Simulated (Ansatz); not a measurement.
# SbH2Me (CH₅Sb): geometry, orbitals and charge

Aim: characterise SbH2Me (CH₅Sb) as a singlet: its structure, frontier levels and distribution of charge.

The runs use Ansatz 0.2.0, Gaussian basis; RKS PBE0-D4/def2-TZVP.

The runs, in order: relaxation at PBE0-D4/def2-TZVP; a single point at PBE0-D4/def2-TZVP; harmonic vibrations at PBE0-D4/def2-TZVP.

2 further runs of the same task are left out: 2 set aside as unsound or not needed. Runs told in other sessions of the task aren't counted.

## Step 1: Where the work starts

7 atoms, charge 0, spin multiplicity 1.

Atoms are counted from 1 here; the program's logs count them from 0.

Bond lengths: Sb1–H2 1.697 Å, Sb1–H3 1.697 Å, Sb1–C4 2.158 Å, C4–H5 1.084 Å, C4–H6 1.084 Å, C4–H7 1.084 Å. Angles: H2–Sb1–H3 88.5°, H2–Sb1–C4 92.2°, H3–Sb1–C4 92.2°, Sb1–C4–H5 109.6°, Sb1–C4–H6 110.3°, Sb1–C4–H7 109.6°, H5–C4–H6 109.3°, H5–C4–H7 108.7°, H6–C4–H7 109.3°.

Sb takes a core potential in the def2 sets. No spin-orbit coupling is included.

The start is a GFN2-xTB geometry.

## Step 2: Optimising with PBE0-D4/def2-TZVP

Contents of in.yaml:

```yaml
crystal:
  periodic: [false, false, false]
  atoms:
    - {symbol: Sb, position_ang: [0.481680, 0.855550, 1.018360]}
    - {symbol: H, position_ang: [1.866950, 0.859560, 0.037930]}
    - {symbol: H, position_ang: [-0.182310, 2.048230, 0.009780]}
    - {symbol: C, position_ang: [-0.424670, -0.735470, -0.124450]}
    - {symbol: H, position_ang: [0.063880, -1.674370, 0.109640]}
    - {symbol: H, position_ang: [-0.331280, -0.537570, -1.185660]}
    - {symbol: H, position_ang: [-1.474250, -0.815930, 0.134400]}
basis:
  gaussian: {orbitals: def2-TZVP}
hamiltonian: {xc: pbe0, dispersion: d4}
scf: {lower_state_search: "off"}
output: {orbitals: {seedname: orbitals}}
relax: {f_tol: 0.02, max_steps: 100}
```

Run with:

```console
> ansatz run in.yaml --threads 4 --pin off --events-out ev --progress --plain --max-ram 3916MiB
```

The runs that follow: Single point, PBE0-D4/def2-TZVP; Vibrations by finite differences.

Q: Predict the results of all the runs planned. Wanted: point group; C–Sb bond; HOMO, LUMO at PBE0-D4/def2-TZVP; dipole at PBE0-D4/def2-TZVP; lowest, highest wavenumber.

The runs gave:

| quantity | value |
| --- | --- |
| point group | Cs |
| C–Sb bond | 2.162 Å |
| HOMO, LUMO at PBE0-D4/def2-TZVP | -7.04, -0.21 eV |
| dipole at PBE0-D4/def2-TZVP | 0.75 D |
| lowest, highest wavenumber | 151, 3185 cm⁻¹ |

The molecule keeps its bonding pattern by the stored test; the atoms moved 0.03 Å (rms). All wavenumbers are real: a minimum at this level. The point group is read from a loosely relaxed geometry; soft torsions can leave it below the true symmetry.
